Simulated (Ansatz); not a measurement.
# C₂H₇ClO₂Sn: up Jacob's ladder to CCSD(T)

One table from this session's results is given with a row withheld; the runs are named, their logs left out.

Program: Ansatz 0.2.0, Gaussian basis. Level of theory: functionals in def2-TZVPP, the program's frozen cores in correlated methods. These are calculated values, not measurements.

Levels to be run: PBE-D4, r2SCAN-D4, PBE0-D4, B3LYP-D4, ωB97X-V, ωB97M-V, B2PLYP; CCSD(T)/def2-TZVPP; MP2/def2-QZVPP; extrapolation to the limit.

### The relaxed structure

All runs share one geometry, relaxed beforehand with PBE0-D4 in a triple-zeta def2 set. Sn takes the def2 core potential; no spin-orbit term is included.

13 atoms, charge 0, spin multiplicity 1.

Atoms are counted from 1 here; the program's logs count them from 0.

Bond lengths: C1–O2 1.410 Å, C1–H7 1.097 Å, C1–H8 1.096 Å, C1–H9 1.093 Å, O2–Sn3 1.946 Å, Sn3–Cl4 2.327 Å, Sn3–O5 1.936 Å, Sn3–H10 1.692 Å, O5–C6 1.413 Å, C6–H11 1.096 Å, C6–H12 1.096 Å, C6–H13 1.093 Å. Angles: O2–C1–H7 112.0°, O2–C1–H8 112.5°, O2–C1–H9 107.7°, H7–C1–H8 108.3°, H7–C1–H9 108.0°, H8–C1–H9 108.2°, C1–O2–Sn3 122.7°, O2–Sn3–Cl4 105.7°, O2–Sn3–O5 104.9°, O2–Sn3–H10 115.7°, Cl4–Sn3–O5 109.2°, Cl4–Sn3–H10 111.7°, O5–Sn3–H10 109.3°, Sn3–O5–C6 120.3°, O5–C6–H11 111.9°, O5–C6–H12 112.1°, O5–C6–H13 107.5°, H11–C6–H12 108.6° and more.

The first run:

Contents of in.yaml:

```yaml
crystal:
  periodic: [false, false, false]
  atoms:
    - {symbol: C, position_ang: [0.561715, -1.441959, -1.799061]}
    - {symbol: O, position_ang: [0.722806, -0.995650, -0.471282]}
    - {symbol: Sn, position_ang: [0.866767, 0.888066, -0.006258]}
    - {symbol: Cl, position_ang: [-0.522911, 2.013416, -1.494581]}
    - {symbol: O, position_ang: [0.126565, 1.019857, 1.777701]}
    - {symbol: C, position_ang: [-1.171413, 0.530474, 2.048819]}
    - {symbol: H, position_ang: [1.485829, -1.339484, -2.381592]}
    - {symbol: H, position_ang: [-0.238412, -0.910625, -2.326387]}
    - {symbol: H, position_ang: [0.300490, -2.502739, -1.763114]}
    - {symbol: H, position_ang: [2.433495, 1.526484, -0.009200]}
    - {symbol: H, position_ang: [-1.940110, 1.081266, 1.494189]}
    - {symbol: H, position_ang: [-1.266694, -0.535334, 1.813920]}
    - {symbol: H, position_ang: [-1.358108, 0.666227, 3.116835]}
basis:
  gaussian: {orbitals: def2-TZVPP}
hamiltonian: {xc: pbe, dispersion: d4}
output: {forces: true, orbitals: {seedname: orbitals}}
```

The run is started by

```sh
> ansatz run in.yaml --threads 2 --pin off --events-out ev --progress --plain --max-ram 32768MiB --backend cuda --devices 0, --max-vram 18GiB
```

Steps of the session up to this table: PBE-D4 (GGA); r2SCAN-D4 (meta-GGA); PBE0-D4 (hybrid); B3LYP-D4 (hybrid); ωB97X-V (range-separated); ωB97M-V (range-separated); B2PLYP (double hybrid); CCSD(T) in def2-TZVPP; MP2 in def2-QZVPP.

One table of the session follows, with a row left open; its other results are not shown here.

| method | atomisation energy (eV) |
| --- | --- |
| PBE-D4 | ? |
| r2SCAN-D4 | 47.133 |
| PBE0-D4 | 46.855 |
| B3LYP-D4 | 46.831 |
| ωB97X-V | 47.260 |
| ωB97M-V | 47.096 |
| B2PLYP | 46.382 |
| HF/def2-TZVPP | 33.078 |
| MP2/def2-TZVPP | 46.643 |
| CCSD/def2-TZVPP | 45.089 |
| CCSD(T)/def2-TZVPP | 45.901 |
| MP2/CBS | 48.118 |
| CCSD(T)/CBS | 47.376 |

Q: Estimate the row for PBE-D4 from the others.

As computed: atomisation energy (eV): 47.919. In the column «atomisation energy (eV)» it lies between CCSD(T)/CBS (47.376) and MP2/CBS (48.118).
